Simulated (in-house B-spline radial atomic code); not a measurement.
**In²³⁺: binding energies from hole states**

Wanted: ΔSCF binding energies of In²³⁺.

Method: Dirac-Hartree-Fock, average of configuration, Fermi nucleus, basis-set limit. Code: in-house B-spline radial atomic code version 1.

### Step 1. The system

- element: indium (Z = 49)
- charge: +23
- electrons: 26
- configuration: [Ar] 3d8
- Hamiltonian: Dirac-Coulomb
- nucleus: Fermi, rms radius 4.616 fm

Outer shells as boxes (Hund's rule):

[Ar] 3d8
```
[Ar] core
3d [↑↓][↑↓][↑↓][↑ ][↑ ]
```

The boxes draw the filling by Hund's rule, which heavy ions in jj coupling don't follow; these runs average over all states of the configuration.

Settings, as recorded:

```ini
Z = 49
electrons = 26.0
configuration = [Ar] 3d8
hamiltonian = dirac
method = hf
spin_polarised = False
nucleus = fermi
rms_radius = 4.6156
mass_number = 115
atomic_mass = 114.903878772
speed_of_light = 137.035999084
```

The reference is known from an earlier run: -5611.585529 hartree in all. Up to eight levels, counted from the top:

| orbital | occupation | energy (eV) | <r> (bohr) |
| --- | --- | --- | --- |
| 2s1/2 | 2 | -5073.30 | 0.1275 |
| 2p1/2 | 2 | -4775.14 | 0.1082 |
| 2p3/2 | 4 | -4562.17 | 0.1134 |
| 3s1/2 | 2 | -1559.64 | 0.3369 |
| 3p1/2 | 2 | -1438.36 | 0.3268 |
| 3p3/2 | 4 | -1395.86 | 0.3363 |
| 3d3/2 | 3.2 | -1196.99 | 0.3037 |
| 3d5/2 | 4.8 | -1188.16 | 0.3066 |

### Step 2. The 1s hole

Settings, as recorded:

```ini
Z = 49
electrons = 25.0
configuration = 1s1 2s2 2p6 3s2 3p6 3d8
hamiltonian = dirac
method = hf
spin_polarised = False
nucleus = fermi
rms_radius = 4.6156
mass_number = 115
atomic_mass = 114.903878772
speed_of_light = 137.035999084
```

### Step 3. The 2s hole

The settings differ from step 2 so:

```diff
@@ -2,3 +2,3 @@
 electrons = 25.0
-configuration = 1s1 2s2 2p6 3s2 3p6 3d8
+configuration = 1s2 2s1 2p6 3s2 3p6 3d8
 hamiltonian = dirac
```

### Step 4. The 2p1/2 hole

In configurations, a minus sign after the shell means j = l − 1/2 and a plus sign j = l + 1/2; the count of electrons follows.

The settings differ from step 3 so:

```diff
@@ -2,3 +2,3 @@
 electrons = 25.0
-configuration = 1s2 2s1 2p6 3s2 3p6 3d8
+configuration = 1s2 2s2 2p-1 2p+4 3s2 3p6 3d8
 hamiltonian = dirac
```

### Step 5. The 2p3/2 hole

The settings differ from step 4 so:

```diff
@@ -2,3 +2,3 @@
 electrons = 25.0
-configuration = 1s2 2s2 2p-1 2p+4 3s2 3p6 3d8
+configuration = 1s2 2s2 2p-2 2p+3 3s2 3p6 3d8
 hamiltonian = dirac
```

### Step 6. The 3s hole

The settings differ from step 5 so:

```diff
@@ -2,3 +2,3 @@
 electrons = 25.0
-configuration = 1s2 2s2 2p-2 2p+3 3s2 3p6 3d8
+configuration = 1s2 2s2 2p6 3s1 3p6 3d8
 hamiltonian = dirac
```

### Step 7. The 3p1/2 hole

The settings differ from step 6 so:

```diff
@@ -2,3 +2,3 @@
 electrons = 25.0
-configuration = 1s2 2s2 2p6 3s1 3p6 3d8
+configuration = 1s2 2s2 2p6 3s2 3p-1 3p+4 3d8
 hamiltonian = dirac
```

### Step 8. The 3p3/2 hole

The settings differ from step 7 so:

```diff
@@ -2,3 +2,3 @@
 electrons = 25.0
-configuration = 1s2 2s2 2p6 3s2 3p-1 3p+4 3d8
+configuration = 1s2 2s2 2p6 3s2 3p-2 3p+3 3d8
 hamiltonian = dirac
```

### Step 9. The 3d hole

The settings differ from step 8 so:

```diff
@@ -2,3 +2,3 @@
 electrons = 25.0
-configuration = 1s2 2s2 2p6 3s2 3p-2 3p+3 3d8
+configuration = 1s2 2s2 2p6 3s2 3p6 3d7
 hamiltonian = dirac
```

Q: What does each hole state cost in eV, and how does that compare with the orbital energies or single holes?

**Answer**, as computed:

| hole | ΔSCF (eV) | with Breit, QED, recoil (eV) | −ε of the parent (eV) | −ε less ΔSCF (eV) |
| --- | --- | --- | --- | --- |
| 1s | 28853.9 | 28763.7 | 28897.7 | 43.82 |
| 2s | 5057.00 | 5047.53 | 5073.30 | 16.30 |
| 2p1/2 | 4756.00 | 4746.82 | 4775.14 | 19.15 |
| 2p3/2 | 4543.97 | 4537.54 | 4562.17 | 18.20 |
| 3s | 1557.25 | 1555.41 | 1559.64 | 2.39 |
| 3p1/2 | 1435.64 | 1433.98 | 1438.36 | 2.72 |
| 3p3/2 | 1393.35 | 1392.25 | 1395.86 | 2.51 |
| 3d | 1188.33 | 1187.89 | - | - |

**Reading.** Every ΔSCF value lies below −ε, since the other electrons relax into the hole: by 43.8 eV for 1s and 2.51 eV for 3p3/2. The difference of the 1s and 2p3/2 holes gives a Kα1 line at 24226.2 eV for this charge state (with Breit, QED and recoil). The spin-orbit splitting of the 2p hole is 209.27 eV with those corrections. A dash stands where an open shell is averaged over j, so that no single parent level belongs to the hole. Values are for the free ion, measured from the vacuum level.
